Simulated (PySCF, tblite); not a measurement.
**C₆H₁₁FOSi: geometry, infrared bands and NMR shifts**

Wanted: the infrared bands and NMR shifts of C₆H₁₁FOSi (`C/C=C1\[SiH2][C@@H](OC)[C@H]1F`), by calculation.

The runs use tblite 0.8.0 and PySCF 2.14.0, with density-fitted response routines of our own; the level of theory stands in each step. All values are computed, except where a source is named. Atoms are numbered from 0 throughout.

## (1) The molecule as given

20 atoms, charge 0, multiplicity 1; geometry from: force field or distance geometry start.

Bonds of the start (Å): C0–C1 1.51, C1–C2 1.32, C2–Si3 1.83, Si3–C4 1.85, C4–O5 1.40, O5–C6 1.40, C4–C7 1.53, C7–F8 1.36, C7–C2 1.49, C0–H9 1.11, C0–H10 1.11, C0–H11 1.09, C1–H12 1.08, Si3–H13 1.46, Si3–H14 1.47, C4–H15 1.10, C6–H16 1.12, C6–H17 1.12, C6–H18 1.11, C7–H19 1.11.

## (2) Relaxing the molecule with GFN2-xTB

The job: settings as JSON, then the geometry in Å.

```
{"job": {"kind": "relax", "xc": "GFN2-xTB", "basis": "xTB"}, "charge": 0, "multiplicity": 1}
C      3.204300    -0.451000     0.109900
C      2.034400    -0.239100    -0.826500
C      0.903800     0.304700    -0.417500
Si     0.135900     1.015200     1.087800
C     -1.105800     0.067100     0.101800
O     -2.436500     0.487900     0.179400
C     -3.230100    -0.655600     0.343300
C     -0.370800     0.620400    -1.126600
F     -0.505700     1.961200    -1.316900
H      2.868300    -0.778200     1.119400
H      3.798500     0.489400     0.125900
H      3.827500    -1.234000    -0.311900
H      2.133100    -0.558800    -1.851500
H      0.536200     0.421500     2.362800
H      0.000900     2.479700     1.097200
H     -0.959500    -1.020700     0.180600
H     -3.101300    -1.346400    -0.525600
H     -2.872900    -1.209200     1.251500
H     -4.288200    -0.332600     0.430300
H     -0.577200    -0.010900    -2.016400
```

On the command line:

```console
$ OMP_NUM_THREADS=1 python probes_run.py task.json out
```

The driver reads the jobs from task.json and runs them one after another.

**Question.** This job is followed by: GFN2-xTB harmonic vibrations, gas phase; GIAO PBE0/pcSseg-1 NMR shielding, non-relativistic, gas phase. Predict these results of the whole session: strongest single infrared mode (GFN2-xTB); zero-point energy (GFN2-xTB); 13C shifts against TMS (PBE0/pcSseg-1); 1H shifts against TMS (PBE0/pcSseg-1, means over atoms taken as alike); 29Si shifts against TMS (PBE0/pcSseg-1); 17O shifts against H2O (PBE0/pcSseg-1); 19F shifts against CFCl3 (PBE0/pcSseg-1).

As calculated:

| quantity | value |
| --- | --- |
| strongest single infrared mode (GFN2-xTB) | 2252 cm⁻¹, 331 km/mol |
| zero-point energy (GFN2-xTB) | 95.7 kcal/mol |
| 13C shifts against TMS (PBE0/pcSseg-1) | 150.9, 147.7, 97.7, 77.2, 64.8, 24.5 ppm |
| 1H shifts against TMS (PBE0/pcSseg-1, means over atoms taken as alike) | 7.02, 5.42, 4.69, 4.66, 3.81, 3.75, 1.97 ppm |
| 29Si shifts against TMS (PBE0/pcSseg-1) | -55.9 ppm |
| 17O shifts against H2O (PBE0/pcSseg-1) | 22.2 ppm |
| 19F shifts against CFCl3 (PBE0/pcSseg-1) | -200.2 ppm |

Relaxing lowered the energy by 1.174 eV in 198 steps; the close pair that moved most is Si3–C4, from 1.847 to 1.930 Å. All 54 modes are real, so the xTB geometry is a minimum. The strongest single mode, at 2252 cm⁻¹, moves mainly H13. GFN2-xTB is a fitted tight-binding method: band positions and strengths are rough. Its intensities can rank the bands wrongly. H12 (hydrogen on an alkene CH) lies farthest downfield among hydrogen, at 7.02 ppm; olefinic region. At PBE0/pcSseg-1: Shielding is most anisotropic at C1 (span 252 ppm, paramagnetic term -217 ppm).
